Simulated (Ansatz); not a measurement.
# C2H2F4 (norflurane): HF/cc-pVDZ

Aim: the electronic atomisation energy of C2H2F4 (norflurane) at HF/cc-pVDZ, from 4 runs. 

The results are computed with Ansatz 0.2.0.

46 further runs of the same task are left out: 1 that didn't finish, 45 set aside as unsound or not needed.

**1. The molecule**

C2H2F4 has 8 atoms, charge 0, and is taken as a singlet. As SMILES, `FCC(F)(F)F`. The coordinates come from a PBE0-D4/def2-TZVP relaxation.

Bond lengths: F1–C2 1.364 Å, C2–C3 1.514 Å, C3–F4 1.332 Å, C3–F5 1.339 Å, C3–F6 1.332 Å, C2–H7 1.092 Å, C2–H8 1.092 Å. Some angles: F1–C2–C3 109.8°, C2–C3–F4 111.9°, C2–C3–F5 108.9°, C2–C3–F6 111.9°, F4–C3–F5 108.1°, F4–C3–F6 107.9°, F5–C3–F6 108.1°, F1–C2–H7 109.7°, F1–C2–H8 109.7°, C3–C2–H7 108.6°.

**2. The energy at HF/cc-pVDZ**

Input file molecule.yaml:

```yaml
crystal:
  periodic: [false, false, false]
  atoms:
    - {symbol: F, position_ang: [-0.224600, -1.506500, 0.915200]}
    - {symbol: C, position_ang: [-0.211200, -0.737800, -0.211700]}
    - {symbol: C, position_ang: [0.211200, 0.674300, 0.135500]}
    - {symbol: F, position_ang: [1.434400, 0.711300, 0.662400]}
    - {symbol: F, position_ang: [0.217100, 1.411800, -0.982100]}
    - {symbol: F, position_ang: [-0.624600, 1.243600, 1.002900]}
    - {symbol: H, position_ang: [0.502000, -1.148600, -0.930100]}
    - {symbol: H, position_ang: [-1.212300, -0.705100, -0.647900]}
basis:
  gaussian:
    orbitals: cc-pVDZ
output: {orbitals: {seedname: orbitals}}
total_charge: 0
hamiltonian:
  xc: hf
accuracy: high
```

Run with:

```
$ ansatz run molecule.yaml --threads 1 --pin off --max-ram 3480MiB --events-out events.jsonl --progress --plain --runs-dir runs
```

The log of the run:

```text
Warning: RAYON_NUM_THREADS=1 ignored (pool sized by the plan → 1); use --threads N
Functional definition: HF
  name "HF"
  exchange = exact_x
  correlation = 0
2143 factors; integrals over basis functions are off by at most 2.6e-9 eV
mean field evaluation 1: about -12912.8016 eV, gradient 4.4e1 eV
mean field evaluation 2: about -12913.0237 eV, gradient 4.5e1 eV
mean field evaluation 4: about -12916.7316 eV, gradient 3.4e0 eV
mean field evaluation 8: about -12916.7764 eV, gradient 1.8e-1 eV
mean field evaluation 16: about -12916.7765 eV, gradient 2.5e-8 eV
mean field -12916.77653680 eV, -474.6827824218 hartree, gradient 2.5e-8 eV, S^2 0.000000; 0 other end points of the search recorded, 0 dependent functions left out
reference -12916.77653680 eV, -474.6827824218 hartree; 25, 25 occupied and 69, 69 virtual orbitals, 2143 factors
Total energy: -12916.77653680 eV, -474.6827824218 hartree
```

Wall time 3.9 s (1 thread of Arm Neoverse V1, shared host); peak memory 0.28 GiB.

**3. The C atom, same level**

Input file run.yaml:

```yaml
crystal:
  periodic: [false, false, false]
  atoms:
    - {symbol: C, position_ang: [0.000000, 0.000000, 0.000000]}
basis:
  gaussian:
    orbitals: cc-pVDZ
hamiltonian:
  xc: hf
accuracy: high
magnetization:
  spin_polarized: true
  initial_magnetization: 2
```

Run the same way, it converges to -37.68654 Eh (log not shown).

**4. The F atom, same level**

Input file run.yaml:

```yaml
crystal:
  periodic: [false, false, false]
  atoms:
    - {symbol: F, position_ang: [0.000000, 0.000000, 0.000000]}
basis:
  gaussian:
    orbitals: cc-pVDZ
magnetization:
  spin_polarized: true
  initial_magnetization: 1
hamiltonian:
  xc: hf
accuracy: high
```

Run with:

```
$ ansatz run run.yaml --threads 1 --pin off --max-ram 3480MiB --events-out events.jsonl --progress --plain --runs-dir runs
```

The log of the run:

```text
Warning: RAYON_NUM_THREADS=1 ignored (pool sized by the plan → 1); use --threads N
[... 4 set-up lines as earlier in the session ...]
96 factors; integrals over basis functions are off by at most 1.7e-9 eV
mean field evaluation 1: about -2703.9925 eV, gradient 7.3e0 eV
mean field evaluation 2: about -2703.9927 eV, gradient 7.3e0 eV
mean field evaluation 4: about -2704.1361 eV, gradient 6.5e-1 eV
mean field evaluation 8: about -2704.1380 eV, gradient 4.4e-6 eV
mean field evaluation 16: about -2704.1380 eV, gradient 7.4e-2 eV
mean field -2704.13804718 eV, -99.3752403031 hartree, gradient 5.8e-8 eV, S^2 0.752006; 0 other end points of the search recorded, 0 dependent functions left out
reference -2704.13804718 eV, -99.3752403031 hartree; 5, 4 occupied and 9, 10 virtual orbitals, 96 factors
Total energy: -2704.13804718 eV, -99.3752403031 hartree
```

Run time: 0.06 s. Hardware: 1 thread of Arm Neoverse V1, shared host.

**5. The H atom at the same level**

Input file molecule.yaml:

```yaml
basis:
  gaussian:
    orbitals: cc-pVDZ
crystal:
  periodic: [false, false, false]
  atoms:
    - {symbol: H, position_ang: [0.000000, 0.000000, 0.000000]}
magnetization:
  spin_polarized: true
  initial_magnetization: 1
hamiltonian:
  xc: hf
accuracy: high
```

Run the same way, it converges to -0.49928 Eh (log not shown).

**6. Summary of results**

Level: HF/cc-pVDZ.

| quantity | value |
| --- | --- |
| molecule: total energy | -474.68278 Eh |
| molecule: HOMO energy | -15.00 eV |
| molecule: LUMO energy | 5.02 eV |
| molecule: HOMO–LUMO gap | 20.02 eV |
| C atom: total energy | -37.68654 Eh |
| C atom: ⟨S²⟩ | 2.006 |
| F atom: total energy | -99.37524 Eh |
| F atom: ⟨S²⟩ | 0.752 |
| H atom: total energy | -0.49928 Eh |
| H atom: ⟨S²⟩ | 0.750 |
| electronic atomisation energy | 22.046 eV |

What this shows: Taking the molecule apart into free atoms costs 22.05 eV (508 kcal/mol), before zero-point energy and without spin-orbit coupling. Hartree–Fock lacks the correlation of the bonding pairs, which as a rule makes this value much too low; in minimal bases other errors can mask that.
